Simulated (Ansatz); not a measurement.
# CHGaN (doublet): from Hartree-Fock to the top rungs, cc-pVDZ

Aim: climb from Hartree-Fock through coupled cluster and multireference methods for CHGaN (doublet) at one geometry and basis, and see what each rung misses.

Method: cc-pVDZ, core rule «outside noble gas», up to 16 orbitals frozen; program: Ansatz 0.2.0, Gaussian basis.

To be run: UHF; CCSD(T) on ROHF; CCSD(T) on UHF; BCCD(T) on ROHF; CISD; CCSDT(Q) on ROHF; CCSDT(Q) on UHF; CASSCF and MRCISD+Q, 9 electrons in 9 orbitals; CASSCF and NEVPT2, 9 electrons in 9 orbitals.

23 further runs of the same task are left out: 1 for a known fault of the program, 12 that didn't finish, 10 set aside as unsound or not needed.

### 1 The geometry

The geometry is a PBE0/def2-TZVP stationary point (not a proven minimum). No spin-orbit coupling is included. The filled d shell of Ga may be among the frozen orbitals whatever the setting's name suggests; the logs give the count.

4 atoms, charge 0, spin multiplicity 2.

Atoms are counted from 1 here; the program's logs count them from 0.

Bond lengths: Ga1–C2 2.065 Å, C2–N3 1.207 Å, N3–H4 1.022 Å. Angles: Ga1–C2–N3 171.0°, C2–N3–H4 124.7°.

Geometry (Å):

```xyz
4
CHGaN
Ga    0.0000   -0.1320    2.3198
C     0.0000   -0.0955    0.2547
N     0.0000   -0.2622   -0.9409
H     0.0000    0.4897   -1.6336
```

### 2 UHF

The input, in.yaml:

```yaml
crystal:
  periodic: [false, false, false]
  atoms:
    - {symbol: Ga, position_ang: [0.000000, -0.132008, 2.319795]}
    - {symbol: C, position_ang: [-0.000016, -0.095480, 0.254663]}
    - {symbol: N, position_ang: [0.000004, -0.262209, -0.940907]}
    - {symbol: H, position_ang: [0.000012, 0.489697, -1.633551]}
basis:
  gaussian: {orbitals: cc-pVDZ}
magnetization: {spin_polarized: true, initial_magnetization: 1}
hamiltonian: {xc: hf}
output: {orbitals: {seedname: orbitals}}
```

Launch:

```console
$ ansatz run in.yaml --threads 1 --pin off --events-out ev --progress --plain --max-ram 2393MiB
```

The runs that follow: CCSD(T) on ROHF; CCSD(T) on UHF; BCCD(T) on ROHF; CISD; CCSDT(Q) on ROHF; CCSDT(Q) on UHF; CASSCF and MRCISD+Q, 9 electrons in 9 orbitals; CASSCF and NEVPT2, 9 electrons in 9 orbitals.

Q: Predict the results of all the runs planned. Wanted: UCCSDT(Q) below the RHF energy; RMP2 from UCCSDT(Q); UMP2 from UCCSDT(Q); RCCSD from UCCSDT(Q); RCCSD(T) from UCCSDT(Q); UCCSD(T) from UCCSDT(Q); RCCSDT(Q) from UCCSDT(Q); MRCISD+Q frontier from UCCSDT(Q); T1 diagnostic.

As calculated:

```
                         quantity                      value
   UCCSDT(Q) below the RHF energy                 -9.8866 eV
              RMP2 from UCCSDT(Q)              +109.9 kJ/mol
              UMP2 from UCCSDT(Q)              +115.5 kJ/mol
             RCCSD from UCCSDT(Q)               +44.6 kJ/mol
          RCCSD(T) from UCCSDT(Q)                +6.3 kJ/mol
          UCCSD(T) from UCCSDT(Q)                +6.4 kJ/mol
         RCCSDT(Q) from UCCSDT(Q)                +0.5 kJ/mol
 MRCISD+Q frontier from UCCSDT(Q)               +11.3 kJ/mol
levels within 1 kcal/mol (43 meV)  RCCSDT, UCCSDT, RCCSDT(Q)
                    T1 diagnostic                      0.025
```

**Reading.** RCCSD(T) lands +6.3 kJ/mol from the yardstick (0.7 % of the correlation energy). These misses are within one basis, not against nature; the frozen cores of restricted and unrestricted runs differ, which can shift their rows.
